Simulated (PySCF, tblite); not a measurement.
# C6H5ClOS: geometry, infrared bands and NMR shifts

Wanted: the infrared bands and NMR shifts of C6H5ClOS (`Cc1ccc(C(=O)Cl)s1`), by calculation.

The runs use tblite 0.8.0 and PySCF 2.14.0, with density-fitted response routines of our own; the level of theory stands in each step. All values are computed, except where a source is named. Atoms are numbered from 0 throughout.

### 1 The starting structure

14 atoms, charge 0, multiplicity 1; geometry from: force field or distance geometry start.

Bonds of the start (Å): C0–C1 1.48, C1–C2 1.37, C2–C3 1.41, C3–C4 1.39, C4–C5 1.45, C5–O6 1.23, C5–Cl7 1.75, C4–S8 1.73, S8–C1 1.72, C0–H9 1.10, C0–H10 1.09, C0–H11 1.09, C2–H12 1.09, C3–H13 1.09.

### 2 Geometry optimisation with GFN2-xTB

Job settings and geometry (Å):

```
{"job": {"kind": "relax", "xc": "GFN2-xTB", "basis": "xTB"}, "charge": 0, "multiplicity": 1}
C      0.163400     1.177800    -2.277400
C     -0.013500     0.491500    -0.977200
C     -1.148900    -0.022200    -0.398200
C     -0.916000    -0.608700     0.862300
C      0.415100    -0.554500     1.254500
C      1.081200    -1.037400     2.453000
O      2.292500    -0.905700     2.653300
Cl     0.028600    -1.820300     3.616900
S      1.354100     0.233400     0.039700
H     -0.808800     1.260700    -2.793800
H      0.541700     2.192000    -2.135000
H      0.839200     0.625700    -2.923600
H     -2.136900     0.036700    -0.864800
H     -1.692200    -1.069500     1.468200
```

Command:

```sh
> OMP_NUM_THREADS=1 python probes_run.py task.json out
```

One launch serves the whole session: the jobs run in the order shown.

**Question.** This job is followed by: GFN2-xTB harmonic vibrations, gas phase; GIAO PBE0/pcSseg-1 NMR shielding, non-relativistic, gas phase. What will the session give for the following? strongest single infrared mode (GFN2-xTB); zero-point energy (GFN2-xTB); 13C shifts against TMS (PBE0/pcSseg-1); 1H shifts against TMS (PBE0/pcSseg-1, means over atoms taken as alike); 17O shifts against H2O (PBE0/pcSseg-1); 35Cl shifts against HCl (PBE0/pcSseg-1); 33S shifts against CS2 (PBE0/pcSseg-1).

The runs gave:

```
                                                              quantity                                        value
                             strongest single infrared mode (GFN2-xTB)                        1789 cm⁻¹, 454 km/mol
                                          zero-point energy (GFN2-xTB)                                57.9 kcal/mol
                                13C shifts against TMS (PBE0/pcSseg-1)  168.4, 165.8, 147.2, 143.1, 131.5, 19.5 ppm
1H shifts against TMS (PBE0/pcSseg-1, means over atoms taken as alike)                         8.01, 6.95, 2.74 ppm
                                17O shifts against H2O (PBE0/pcSseg-1)                                    535.2 ppm
                               35Cl shifts against HCl (PBE0/pcSseg-1)                                      414 ppm
                                33S shifts against CS2 (PBE0/pcSseg-1)                                      261 ppm
```

What this shows: Relaxing lowered the energy by 0.130 eV in 27 steps; the close pair that moved most is C5–O6, from 1.235 to 1.191 Å. All 36 modes are real, so the xTB geometry is a minimum. The strongest single mode, at 1789 cm⁻¹, moves mainly C5 and O6. Unscaled tight-binding wavenumbers are off by several per cent, some by more. Its intensities can rank the bands wrongly. NICS(1)zz of -22 ppm above the planar ring from C1 marks a diatropic (aromatic) ring current.
